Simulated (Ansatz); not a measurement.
Predict the output of the script below (Ansatz's Python interface).

`ch6ossi2_bde.py`
```python
"""X-H bond energies of CH6OSSi2 without relaxation."""

import ansatz as az
from ase import Atoms

BASIS_SET = "6-31G*"
FUNCTIONAL = "hf"


def energy_of(molecule, charge=0, unpaired=0):
    calc = molecule.calculation().basis(gaussian=BASIS_SET).functional(FUNCTIONAL)
    if charge:
        calc = calc.charge(charge)
    if unpaired:
        calc = calc.spin("collinear", total=unpaired)
    return calc.run(threads=1, backend="cpu").report["free_energy_ev"]

def without(molecule, index):
    rest = az.Crystal.molecule()
    for i, site in enumerate(molecule.cartesian_sites):
        if i != index:
            rest = rest.atom(site.symbol, site.position_ang)
    return rest

atoms = Atoms(["O", "C", "Si", "Si", "S", "H", "H", "H", "H", "H", "H"], positions=[
    [-0.8271, -1.7169, -0.0818],
    [-0.2289, -0.6654, 0.1422],
    [1.283, -0.7138, 1.1441],
    [-0.6744, 1.0029, -0.4922],
    [-1.2731, 0.8551, -2.5877],
    [1.2324, 0.2504, 2.2995],
    [2.5319, -0.3114, 0.3637],
    [1.6372, -2.0416, 1.7245],
    [-1.9328, 1.5256, 0.2827],
    [0.3212, 2.0222, -0.3442],
    [-2.004, -0.2641, -2.4302],
])
system = az.Crystal.molecule_from_ase(atoms)

whole = energy_of(system, 0)
hydrogen = energy_of(az.Crystal.molecule().atom("H", (0, 0, 0)), 0, 1)
print(f"E(molecule) = {whole:.5f} eV, E(H) = {hydrogen:.5f} eV")
for index in [7, 9, 10]:
    radical = energy_of(without(system, index), 0, 1)
    print(f"H{index}: homolysis {(radical + hydrogen - whole):.3f} eV")
```

Running `python ch6ossi2_bde.py` prints:
```text
E(molecule) = -29702.07312 eV, E(H) = -13.55761 eV
H7: homolysis 3.243 eV
H9: homolysis 3.279 eV
H10: homolysis 2.811 eV
```

Total energies depend on the basis set; only differences at equal settings carry meaning. The geometry is a force-field or estimated start, not a minimum of this method, and the basis set is short of its limit. All parts are taken at fixed geometry, without zero-point energy. The expectation value of S² is noticeably off S(S+1) in at least one run, so that state is spin-contaminated. Hartree-Fock leaves correlation out, so bond, atomisation and ionisation energies come out well too low. Timing: 61 s on 1 thread of Arm Neoverse V2 (shared host), peak memory 0.39 GiB.
